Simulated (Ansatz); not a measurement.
# Be3F2: the cost of one run

Computed with Ansatz 0.2.0 (DFT PBE, scalar-relativistic, plane waves, PAW, unless a step's input says otherwise).

**1. The starting structure**

Symmetry: C2/m, No. 12, monoclinic system. Conventional cell: a = 4.211 Å, b = 4.097 Å, c = 4.347 Å, α = 90.00°, β = 104.25°, γ = 90.00°. Be (site symmetry m) is surrounded by 1 Be at 1.17 Å. Around Be (site symmetry 2/m) lie 2 Be at 1.17 Å. F (site symmetry m) has 6 Be at 1.95 to 2.23 Å as nearest neighbours.

As a file:

```cif
data_structure
_symmetry_space_group_name_H-M 'C2/m'
_symmetry_Int_Tables_number 12
_cell_length_a 4.2113
_cell_length_b 4.0971
_cell_length_c 4.3469
_cell_angle_alpha 90.000
_cell_angle_beta 104.245
_cell_angle_gamma 90.000
_cell_volume 72.69
loop_
_atom_site_label
_atom_site_type_symbol
_atom_site_symmetry_multiplicity
_atom_site_Wyckoff_symbol
_atom_site_fract_x
_atom_site_fract_y
_atom_site_fract_z
_atom_site_occupancy
Be1 Be 4 i 0.79890 0.50000 0.26150 1
Be2 Be 2 d 0.00000 0.50000 0.50000 1
F1 F 4 i 0.30870 0.50000 0.20110 1
```

Recipe of the guess: species swapped into a database cell of Mg2C3 (C2/m, No. 12), with F on the Mg sites and Be on the C sites. The dimensions are guesses.

**2. Probe: one point on a coarse mesh**

Contents of input.yaml:

```yaml
crystal:
  lattice:
    - [2.10562729, -2.04852994, 0.0]
    - [2.10562729, 2.04852994, 0.0]
    - [-1.06965518, 0.0, 4.21324229]
  atoms:
    - { symbol: Be, position: [0.29889999, 0.29889999, 0.26149999] }
    - { symbol: Be, position: [0.70110001, 0.70110001, 0.73850001] }
    - { symbol: Be, position: [0.5, 0.5, 0.5] }
    - { symbol: F, position: [0.80870001, 0.80870001, 0.2011] }
    - { symbol: F, position: [0.19129999, 0.19129999, 0.7989] }
basis:
  ecutwfc: 420
kpoints:
  mp_grid: { grid: [6, 6, 4] }
hamiltonian:
  xc: pbe
scf:
  occupations: { method: gaussian, width: 0.1 }
  lower_state_search: "off"
output:
  forces: true
  stress: true
  eigenvalues: true
```

Started as:

```
ansatz run input.yaml --threads 1 --pin off --max-ram 2560MiB --backend cpu --events-out ev --progress --plain --runs-dir out
```

Q: Estimate wall time and peak memory on 1 thread of Arm Neoverse V2, shared host.

About 1.4 s, with a peak of 0.29 GiB.
